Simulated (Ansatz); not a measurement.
**Si2NH5F (SMILES F[SiH2]N[SiH2]) at UPBE/6-31G(d) (spherical functions)**

Aim: the vertical ionisation energy of Si2NH5F at UPBE/6-31G* (spherical functions), from 2 runs. 

The calculation is run with Ansatz 0.2.0.

74 further runs of the same task are left out: 74 set aside as unsound or not needed.

## (1) The structure to begin with

Si2NH5F: 9 atoms, total charge 0, spin state doublet. SMILES: `F[SiH2]N[SiH2]`. The coordinates come from a PBE0-D4/def2-TZVP relaxation. This is one conformer, not always the lowest.

Bond lengths: F1–Si2 1.600 Å, Si2–N3 1.712 Å, N3–Si4 1.736 Å, Si2–H5 1.480 Å, Si2–H6 1.477 Å, N3–H7 1.012 Å, Si4–H8 1.489 Å, Si4–H9 1.494 Å. Some angles: F1–Si2–N3 112.4°, Si2–N3–Si4 128.4°, F1–Si2–H5 106.1°, F1–Si2–H6 106.9°, N3–Si2–H5 109.2°, N3–Si2–H6 108.5°, Si2–N3–H7 115.7°, Si4–N3–H7 115.2°, N3–Si4–H8 106.6°, N3–Si4–H9 109.5°.

## (2) A single-point energy at UPBE/6-31G(d) (spherical functions)

The input, in.yaml:

```yaml
crystal:
  periodic: [false, false, false]
  atoms:
    - symbol: F
      position_ang: [-1.778200, 1.208900, -1.181800]
    - symbol: Si
      position_ang: [-0.288000, 1.123600, -0.604900]
    - symbol: "N"
      position_ang: [0.241500, -0.491400, -0.403000]
    - symbol: Si
      position_ang: [0.023600, -1.533600, 0.967900]
    - symbol: H
      position_ang: [0.576300, 1.799100, -1.598800]
    - symbol: H
      position_ang: [-0.302800, 1.779800, 0.718800]
    - symbol: H
      position_ang: [0.600400, -0.942200, -1.234500]
    - symbol: H
      position_ang: [-0.246300, -0.650000, 2.136200]
    - symbol: H
      position_ang: [1.261800, -2.340700, 1.182700]
basis:
  gaussian: {orbitals: 6-31G_st_-spherical.json}
total_charge: 0
magnetization: {spin_polarized: true, initial_magnetization: 1}
hamiltonian: {xc: {name: PBE}}
accuracy: high
output: {orbitals: {seedname: orbitals}}
```

The basis set 6-31G* is read from a file made from the Basis Set Exchange's data (not shown).

The run is started by

```sh
$ ansatz run in.yaml --threads 1 --pin off --max-ram 3480MiB --events-out events.jsonl --progress --plain --runs-dir runs
```

What it wrote:

```text
Warning: RAYON_NUM_THREADS=1 ignored (pool sized by the plan → 1); use --threads N
Functional definition: PBE
  name "PBE"
  parameter kappa = 0.804
  parameter beta = 0.06672455060314922
  exchange = pbe_x(kappa = kappa, mu = beta*pi^2/3)
  correlation = pbe_c(beta = beta)
1686 factors; integrals over basis functions are off by at most 3.6e-9 eV
mean field evaluation 1: about -20022.0260 eV, gradient 4.7e1 eV
mean field evaluation 2: about -19983.1437 eV, gradient 9.2e1 eV
mean field evaluation 4: about -20030.4279 eV, gradient 9.7e0 eV
mean field evaluation 8: about -20030.7244 eV, gradient 3.9e-1 eV
mean field evaluation 16: about -20030.7254 eV, gradient 1.4e-4 eV
mean field -20030.72539662 eV, -736.1155810126 hartree, gradient 3.4e-8 eV, S^2 0.751252; 0 other end points of the search recorded, 0 dependent functions left out
reference -20030.72540073 eV, -736.1155811633 hartree; 25, 24 occupied and 49, 50 virtual orbitals, 1686 factors
Total energy: -20030.72540073 eV, -736.1155811633 hartree
```

Wall time 9.9 s (1 thread of Arm Neoverse V2, shared host); peak memory 0.27 GiB.

## (3) The singlet cation

The input, molecule.yaml:

```yaml
crystal:
  periodic: [false, false, false]
  atoms:
    - symbol: F
      position_ang: [-1.778200, 1.208900, -1.181800]
    - symbol: Si
      position_ang: [-0.288000, 1.123600, -0.604900]
    - symbol: "N"
      position_ang: [0.241500, -0.491400, -0.403000]
    - symbol: Si
      position_ang: [0.023600, -1.533600, 0.967900]
    - symbol: H
      position_ang: [0.576300, 1.799100, -1.598800]
    - symbol: H
      position_ang: [-0.302800, 1.779800, 0.718800]
    - symbol: H
      position_ang: [0.600400, -0.942200, -1.234500]
    - symbol: H
      position_ang: [-0.246300, -0.650000, 2.136200]
    - symbol: H
      position_ang: [1.261800, -2.340700, 1.182700]
basis:
  gaussian:
    orbitals: 6-31G_st_-spherical.json
total_charge: 1
hamiltonian:
  xc: {name: PBE}
accuracy: high
output: {orbitals: {seedname: orbitals}}
```

The basis set 6-31G* is read from a file made from the Basis Set Exchange's data (not shown).

The run is started by

```sh
$ ansatz run molecule.yaml --threads 1 --pin off --max-ram 3480MiB --events-out events.jsonl --progress --plain --runs-dir runs
```

What it wrote, shortened:

```text
Warning: RAYON_NUM_THREADS=1 ignored (pool sized by the plan → 1); use --threads N
[... 6 set-up lines as earlier in the session ...]
1685 factors; integrals over basis functions are off by at most 3.8e-9 eV
mean field evaluation 1: about -20003.1763 eV, gradient 1.0e2 eV
mean field evaluation 2: about -19761.0002 eV, gradient 2.9e2 eV
mean field evaluation 4: about -20020.0303 eV, gradient 4.1e1 eV
mean field evaluation 8: about -20023.0480 eV, gradient 2.7e-1 eV
mean field evaluation 16: about -20023.0354 eV, gradient 3.7e-5 eV
mean field -20023.03536687 eV, -735.8329776315 hartree, gradient 5.3e-8 eV, S^2 0.000000; 0 other end points of the search recorded, 0 dependent functions left out
reference -20023.03537087 eV, -735.8329777788 hartree; 24, 24 occupied and 50, 50 virtual orbitals, 1685 factors
Total energy: -20023.03537087 eV, -735.8329777788 hartree
```

Wall time 6.3 s (1 thread of Arm Neoverse V2, shared host); peak memory 0.2 GiB.

## (4) Outcome

At UPBE/6-31G* (spherical functions):

```
                                           quantity          value
                      doublet Si2NH5F: total energy  -736.11558 Eh
doublet Si2NH5F: HOMO energy (highest over α and β)       -4.51 eV
 doublet Si2NH5F: LUMO energy (lowest over α and β)       -2.94 eV
                              doublet Si2NH5F: ⟨S²⟩          0.751
                       singlet cation: total energy  -735.83298 Eh
                        singlet cation: HOMO energy      -12.46 eV
                        singlet cation: LUMO energy      -10.72 eV
                      singlet cation: HOMO–LUMO gap        1.74 eV
 vertical ionisation energy (to the singlet cation)       7.690 eV
```

The vertical ionisation energy comes to 7.69 eV (742 kJ/mol). Only the singlet of the ionised species was computed; a triplet could lie lower.
